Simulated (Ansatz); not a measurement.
Runs of Ansatz 0.2.0 on Y3Ge. The structure is tetragonal, space group I4/mmm (No. 139). Conventional cell: a = 4.531 Å, b = 4.531 Å, c = 10.394 Å, α = 90.00°, β = 90.00°, γ = 90.00°. Y (site symmetry 4/mmm) is surrounded by 4 Ge at 3.20 Å and 8 Y at 3.45 Å. Y (site symmetry -4m2) is surrounded by 8 Y at 3.20 to 3.45 Å and 4 Ge at 3.45 Å. Around Ge (site symmetry 4/mmm) lie 12 Y at 3.20 to 3.45 Å. The cell comes from a database or a generator and needn't be the stable form of this composition.

```csv
task,level,cell,points for each segment of the path,gap on the mesh (eV),pressure (GPa),relaxed volume (Å³/atom)
band structure,PBE,as given,14,none,-0.2,-
relaxation of cell and atoms,BLYP,relaxed,-,none,0.0,27.79
relaxation of cell and atoms,BLYP+D3(BJ),relaxed,-,none,0.0,(b)
relaxation of cell and atoms,BLYP+D4,relaxed,-,none,0.0,(a)
relaxation of cell and atoms,LDA,relaxed,-,none,0.0,24.00
```

Alike in all rows: potentials or basis Ansatz PAW; no spin polarisation; k mesh 6 × 6 × 6; cutoff (eV) 420; smearing fermi-dirac 0.05 eV.

Problem. Estimate the missing entries.

Solution. (a) 26.15; (b) 24.75.

Caveats: the plane-wave basis is chosen anew once the cell has moved, so the energies of steps on either side of that aren't comparable (some runs); the PAW data sets come from PBE, with cores solved anew for the run's functional, which leaves a small shift of forces and pressure (some runs); pairwise dispersion overbinds metals, which lowers pressure and volume (some runs).

A k mesh can miss the band edges, and the runs leave out spin-orbit coupling on Ge, Y.

A gap of «none» marks a metal or a gap under the smearing width.
